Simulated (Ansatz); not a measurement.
**GeBH₄+ (SMILES [BH2][GeH2+]): single points off equilibrium**

The task here is to estimate one member of a computed series from the others.

Computed with Ansatz 0.2.0, Gaussian basis. Level: single points in def2-TZVPP.

Cores are frozen in the correlated methods. Filled d shells of the heavier atoms are correlated.

**Starting geometry**

SMILES `[BH2][GeH2+]`, 6 atoms, charge 1, spin multiplicity 1.

Atoms are counted from 1 here; the program's logs count them from 0.

Bond lengths: B1–Ge2 1.928 Å, B1–H3 1.216 Å, B1–H4 1.122 Å, Ge2–H5 1.565 Å, Ge2–H6 1.485 Å. Angles: Ge2–B1–H3 124.6°, Ge2–B1–H4 122.3°, H3–B1–H4 113.1°, B1–Ge2–H5 124.1°, B1–Ge2–H6 131.7°, H5–Ge2–H6 104.2°.

As a file:

```xyz
6
BGeH4
B    -0.0531   -1.0496    0.0924
Ge    0.0375    0.8708   -0.0591
H    -1.0849   -1.6917    0.1330
H     0.8657   -1.6879    0.1739
H     0.1139    1.6408   -1.4191
H     0.0129    1.9448    0.9659
```

Set-up of the first run:

File run/in.yaml:

```yaml
crystal:
  periodic: [false, false, false]
  atoms:
    - {symbol: B, position_ang: [-0.053100, -1.049600, 0.092400]}
    - {symbol: Ge, position_ang: [0.037500, 0.870800, -0.059100]}
    - {symbol: H, position_ang: [-1.084900, -1.691700, 0.133000]}
    - {symbol: H, position_ang: [0.865700, -1.687900, 0.173900]}
    - {symbol: H, position_ang: [0.113900, 1.640800, -1.419100]}
    - {symbol: H, position_ang: [0.012900, 1.944800, 0.965900]}
basis:
  gaussian: {orbitals: def2-TZVPP}
total_charge: 1
correlation: {method: ccsd_t}
output: {forces: true}
```

The command line of these runs was not kept.

Among the steps run: CCSD(T)/def2-TZVPP; PBE0-D4/def2-TZVPP; wB97M-V/def2-TZVPP; r2SCAN-D4/def2-TZVPP; PBE-D4/def2-TZVPP; revPBE-D4/def2-TZVPP; wB97X-V/def2-TZVPP.

One of the session's tables, all rows but one given; the rest of the session is left out.

```
   method  RMS force component (eV/Å)  angle to CCSD(T) forces (°)
  CCSD(T)                       1.026                    reference
  PBE0-D4                       0.948                          7.7
  wB97M-V                       0.981                          3.1
r2SCAN-D4                       0.909                          9.9
   PBE-D4                       0.895                         16.7
revPBE-D4                           ?                            ?
  wB97X-V                       1.012                          2.9
```

Q: Estimate the row for revPBE-D4 from the others.

The run gave: RMS force component (eV/Å): 0.925; angle to CCSD(T) forces (°): 14.5. In the column «RMS force component (eV/Å)» it lies between r2SCAN-D4 (0.909) and PBE0-D4 (0.948).
